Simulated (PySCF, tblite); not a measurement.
# C₇H₅F₃N₂: geometry, infrared bands and NMR shifts

What infrared bands and NMR shifts should C₇H₅F₃N₂ (`C/C(C#N)=C(\C#N)CC(F)(F)F`) show?

Computed with tblite 0.8.0 and PySCF 2.14.0, with density-fitted response routines of our own, on a single molecule in the gas phase. Atoms are numbered from 0 throughout.

## Step 1: Starting geometry

17 atoms, charge 0, multiplicity 1; geometry from: force field or distance geometry start.

Bonds of the start (Å): C0–C1 1.51, C1–C2 1.45, C2–N3 1.17, C1–C4 1.32, C4–C5 1.44, C5–N6 1.16, C4–C7 1.48, C7–C8 1.51, C8–F9 1.39, C8–F10 1.37, C8–F11 1.39, C0–H12 1.13, C0–H13 1.11, C0–H14 1.11, C7–H15 1.13, C7–H16 1.11.

## Step 2: Relaxing the molecule with GFN2-xTB

What the job is given:

```
{"job": {"kind": "relax", "xc": "GFN2-xTB", "basis": "xTB"}, "charge": 0, "multiplicity": 1}
C      2.368400    -0.585600     0.328100
C      1.162800     0.302000     0.157500
C      1.211800     1.680500     0.591800
N      1.210900     2.801100     0.924400
C      0.074900    -0.229600    -0.365900
C      0.039800    -1.608900    -0.794000
N      0.022400    -2.720400    -1.113700
C     -1.147700     0.579300    -0.567000
C     -2.343200     0.024000     0.163100
F     -2.048500     0.015400     1.518800
F     -2.724800    -1.223500    -0.248000
F     -3.384800     0.936400    -0.000300
H      2.732300    -0.426400     1.383800
H      2.036200    -1.634900     0.168400
H      3.121400    -0.279400    -0.429100
H     -0.955500     1.585600    -0.096100
H     -1.383400     0.796500    -1.631600
```

Started as:

```bash
OMP_NUM_THREADS=1 python probes_run.py task.json out
```

One launch serves the whole session: the jobs run in the order shown.

**Question.** This job is followed by: GFN2-xTB harmonic vibrations, gas phase; GIAO PBE0/pcSseg-1 NMR shielding, non-relativistic, gas phase. Predict these results of the whole session: strongest single infrared mode (GFN2-xTB); zero-point energy (GFN2-xTB); 13C shifts against TMS (PBE0/pcSseg-1); 1H shifts against TMS (PBE0/pcSseg-1, means over atoms taken as alike); 15N shifts against NH3 (PBE0/pcSseg-1); 19F shifts against CFCl3 (PBE0/pcSseg-1, means over atoms taken as alike); surface potential, 1st and 99th percentile.

The runs gave:

```
                                                                 quantity                                              value
                                strongest single infrared mode (GFN2-xTB)                              1072 cm⁻¹, 292 km/mol
                                             zero-point energy (GFN2-xTB)                                      67.4 kcal/mol
                                   13C shifts against TMS (PBE0/pcSseg-1)  140.9, 133.3, 125.5, 121.2, 120.8, 43.8, 24.8 ppm
   1H shifts against TMS (PBE0/pcSseg-1, means over atoms taken as alike)                                     3.34, 2.54 ppm
                                   15N shifts against NH3 (PBE0/pcSseg-1)                                   345.7, 345.5 ppm
19F shifts against CFCl3 (PBE0/pcSseg-1, means over atoms taken as alike)                                          -78.5 ppm
                                    surface potential, 1st and 99th percentile                                 -1.33 V and 1.57 V
```

Relaxing lowered the energy by 0.559 eV in 101 steps; the close pair that moved most is C8–F11, from 1.394 to 1.338 Å. No mode is imaginary among the 45: a minimum at this level. The strongest single mode, at 1072 cm⁻¹, moves mainly C8. Unscaled tight-binding wavenumbers are off by several per cent, some by more. Its intensities can rank the bands wrongly. At PBE0/pcSseg-1, counted by nearest atom on the grid, the HOMO lies on C1, C4 about 23 % each; N3, N6 about 16 % each, the LUMO on C1, C4 about 24 % each; N3, N6 about 14 % each.
